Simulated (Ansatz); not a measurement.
# GeH2Cl− (SMILES [Cl][GeH2-]) at 5 levels

We compute a comparison of 5 runs (UHF/STO-3G, UB3LYP/STO-3G, UPBE/STO-3G, r2SCAN/STO-3G, UCCSD(T)/STO-3G) of GeH2Cl−. 

Program for the calculation: Ansatz 0.2.0.

6 further runs of the same task are left out: 5 that didn't finish, 1 set aside as unsound or not needed.

## (1) The system as given

The species is GeH2Cl− (4 atoms), meant as a singlet with charge -1. SMILES: `[Cl][GeH2-]`. The Ge2–Cl1 distance was set to 4.642 Å, away from the relaxed value. At this shape a bond of the SMILES string is far longer than usual.

Bond lengths: Ge2–H3 1.756 Å, Ge2–H4 1.757 Å. Angles: H3–Ge2–H4 86.7°.

## (2) A single-point energy at UHF/STO-3G (run 1)

Input file input.yaml:

```yaml
crystal:
  periodic: [false, false, false]
  atoms:
    - {symbol: Cl, position_ang: [-3.168302, 1.586061, 2.192681]}
    - {symbol: Ge, position_ang: [0.036260, -0.806600, -0.163840]}
    - {symbol: H, position_ang: [0.151880, 0.384060, -1.448900]}
    - {symbol: H, position_ang: [1.377880, 0.032810, 0.598330]}
basis:
  gaussian:
    orbitals: STO-3G
total_charge: -1
magnetization:
  spin_polarized: true
hamiltonian:
  xc: hf
accuracy: high
```

Run with:

```console
$ ansatz run input.yaml --threads 1 --pin off --max-ram 2610MiB --events-out events.jsonl --progress --plain --runs-dir runs
```

Standard output:

```text
Warning: RAYON_NUM_THREADS=1 ignored (pool sized by the plan → 1); use --threads N
Functional definition: HF
  name "HF"
  exchange = exact_x
  correlation = 0
371 factors; integrals over basis functions are off by at most 1.6e-8 eV
mean field evaluation 1: about -68225.8748 eV, gradient 5.6e0 eV
mean field evaluation 2: about -68225.8865 eV, gradient 5.6e0 eV
mean field evaluation 4: about -68226.2998 eV, gradient 3.1e-1 eV
mean field evaluation 8: about -68226.3012 eV, gradient 9.5e-7 eV
mean field evaluation 16: about -68226.3013 eV, gradient 8.2e-3 eV
mean field evaluation 32: about -68224.4805 eV, gradient 5.7e0 eV
mean field evaluation 64: about -68226.3012 eV, gradient 3.7e-4 eV
mean field -68226.30126238 eV, -2507.2703259445 hartree, gradient 8.2e-8 eV, S^2 0.013460; 2 other end points of the search recorded, 0 dependent functions left out
reference -68226.30126238 eV, -2507.2703259445 hartree; 26, 26 occupied and 3, 3 virtual orbitals, 371 factors
Total energy: -68226.30126238 eV, -2507.2703259445 hartree
```

Wall time 0.52 s (1 thread of Arm Neoverse V1, shared host).

## (3) The energy at UB3LYP/STO-3G (run 2)

Input file run.yaml:

```yaml
crystal:
  periodic: [false, false, false]
  atoms:
    - {symbol: Cl, position_ang: [-3.168302, 1.586061, 2.192681]}
    - {symbol: Ge, position_ang: [0.036260, -0.806600, -0.163840]}
    - {symbol: H, position_ang: [0.151880, 0.384060, -1.448900]}
    - {symbol: H, position_ang: [1.377880, 0.032810, 0.598330]}
basis:
  gaussian:
    orbitals: STO-3G
total_charge: -1
magnetization:
  spin_polarized: true
hamiltonian:
  xc: {name: B3LYP}
accuracy: high
```

Run with:

```console
$ ansatz run run.yaml --threads 1 --pin off --max-ram 2610MiB --events-out events.jsonl --progress --plain --runs-dir runs
```

Standard output:

```text
Warning: RAYON_NUM_THREADS=1 ignored (pool sized by the plan → 1); use --threads N
Functional definition: B3LYP
  name "B3LYP"
  parameter a0 = 0.2
  parameter ax = 0.72
  parameter ac = 0.81
  exchange = (1 - a0 - ax)*slater_x + ax*b88_x + a0*exact_x
  correlation = (1 - ac)*vwn_rpa_c + ac*lyp_c
371 factors; integrals over basis functions are off by at most 1.6e-8 eV
mean field evaluation 1: about -68224.6612 eV, gradient 6.1e1 eV
mean field evaluation 2: about -68141.0870 eV, gradient 2.6e1 eV
mean field evaluation 4: about -68277.6003 eV, gradient 1.0e1 eV
mean field evaluation 8: about -68278.9769 eV, gradient 1.4e0 eV
mean field evaluation 16: about -68279.0812 eV, gradient 1.5e-2 eV
mean field evaluation 32: about -68279.1628 eV, gradient 4.7e-2 eV
mean field evaluation 64: about -68278.9687 eV, gradient 2.6e0 eV
mean field -68279.16298401 eV, -2509.2129583834 hartree, gradient 1.4e-8 eV, S^2 0.296084; 6 other end points of the search recorded, 0 dependent functions left out
reference -68279.16301653 eV, -2509.2129595786 hartree; 26, 26 occupied and 3, 3 virtual orbitals, 371 factors
Total energy: -68279.16301653 eV, -2509.2129595786 hartree
```

Wall time 6.6 s (1 thread of Arm Neoverse V1, shared host); peak memory 0.14 GiB.

Run 3 isn't shown in full; the table further down has it.

## (4) The energy at r2SCAN/STO-3G (run 4)

Input file in.yaml:

```yaml
crystal:
  periodic: [false, false, false]
  atoms:
    - {symbol: Cl, position_ang: [-3.168302, 1.586061, 2.192681]}
    - {symbol: Ge, position_ang: [0.036260, -0.806600, -0.163840]}
    - {symbol: H, position_ang: [0.151880, 0.384060, -1.448900]}
    - {symbol: H, position_ang: [1.377880, 0.032810, 0.598330]}
basis:
  gaussian:
    orbitals: STO-3G
total_charge: -1
magnetization:
  spin_polarized: false
hamiltonian:
  xc: r2scan
accuracy: high
```

Run with:

```console
$ ansatz run in.yaml --threads 1 --pin off --max-ram 2610MiB --events-out events.jsonl --progress --plain --runs-dir runs
```

Standard output:

```text
Warning: RAYON_NUM_THREADS=1 ignored (pool sized by the plan → 1); use --threads N
Functional definition: r2SCAN
  name "r2SCAN"
  parameter k0 = 0.174
  parameter k1 = 0.065
  parameter a1 = 4.9479
  exchange = r2scan_x(k0 = k0, k1 = k1, a1 = a1)
  correlation = r2scan_c
371 factors; integrals over basis functions are off by at most 1.6e-8 eV
mean field evaluation 1: about -68159.3011 eV, gradient 1.9e2 eV
mean field evaluation 2: about -67975.5110 eV, gradient 2.5e1 eV
mean field evaluation 4: about -68275.5644 eV, gradient 2.9e1 eV
mean field evaluation 8: about -68280.4708 eV, gradient 7.4e0 eV
mean field evaluation 16: about -68280.2495 eV, gradient 1.3e1 eV
mean field evaluation 32: about -68281.1890 eV, gradient 8.6e-8 eV
mean field evaluation 64: about -68278.8191 eV, gradient 2.3e1 eV
mean field -68281.18904144 eV, -2509.2874146206 hartree, gradient 8.6e-8 eV, S^2 0.000000; 6 other end points of the search recorded, 0 dependent functions left out
reference -68281.18904186 eV, -2509.2874146360 hartree; 26, 26 occupied and 3, 3 virtual orbitals, 371 factors
Total energy: -68281.18904186 eV, -2509.2874146360 hartree
```

Run time: 6.9 s. Hardware: 1 thread of Arm Neoverse V1, shared host; peak memory 0.14 GiB.

## (5) The energy at UCCSD(T)/STO-3G (run 5)

Input file molecule.yaml:

```yaml
crystal:
  periodic: [false, false, false]
  atoms:
    - {symbol: Cl, position_ang: [-3.168302, 1.586061, 2.192681]}
    - {symbol: Ge, position_ang: [0.036260, -0.806600, -0.163840]}
    - {symbol: H, position_ang: [0.151880, 0.384060, -1.448900]}
    - {symbol: H, position_ang: [1.377880, 0.032810, 0.598330]}
basis:
  gaussian:
    orbitals: STO-3G
scf:
  omitted_lower_state_checks: [cluster_reference, increment]
accuracy: high
total_charge: -1
correlation:
  method: ccsd_t
  frozen_orbitals: {Cl: 5, Ge: 9, H: 0}
magnetization:
  spin_polarized: true
  initial_magnetization: 0
```

Run with:

```console
$ ansatz run molecule.yaml --threads 1 --pin off --max-ram 2610MiB --events-out events.jsonl --progress --plain --runs-dir runs
```

Standard output:

```text
Warning: RAYON_NUM_THREADS=1 ignored (pool sized by the plan → 1); use --threads N
[... 13 lines left out ...]
14 core orbitals not correlated: weight in the atoms' cores, before any rotation towards them, 1.000 or more for the frozen orbitals, at most 0.000 for the correlated occupied ones
[... 36 lines left out ...]
Total energy: -68228.03287547 eV, -2507.3339615519 hartree
Checks for a lower state left out: cluster_reference, increment
```

Wall time 1.3 s (1 thread of Arm Neoverse V1, shared host).

## (6) The series

| run | level | frozen core orbitals | energy (Eh) | ⟨S²⟩ | wall time |
| --- | --- | --- | --- | --- | --- |
| 1 | UHF/STO-3G | – | -2507.270326 | 0.013 | 0.52 s |
| 2 | UB3LYP/STO-3G | – | -2509.212960 | 0.296 | 6.6 s |
| 3 | UPBE/STO-3G | – | -2508.640371 | 0.502 | 16 s |
| 4 | r2SCAN/STO-3G | – | -2509.287415 | – | 6.9 s |
| 5 | UCCSD(T)/STO-3G | 14 | -2507.333962 | 0.013 | 1.3 s |

## (7) Results

```
                                           quantity           value
                                run 5: total energy  -2507.33396 Eh
run 5: correlation energy (14 core orbitals frozen)       -63.6 mEh
                              run 5: (T) correction       -0.16 mEh
           run 5: ⟨S²⟩ of the reference determinant           0.013
                               run 5: T1 diagnostic           0.012
```

**Reading.** Totals of different functionals can't be ranked against each other. In runs 1, 2, 3, 4, 5 the basis is minimal, so the values are rough. Spin contamination of the reference: run 3 ⟨S²⟩ = 0.50, run 2 ⟨S²⟩ = 0.30. All runs together took 32 s, the longest 16 s.
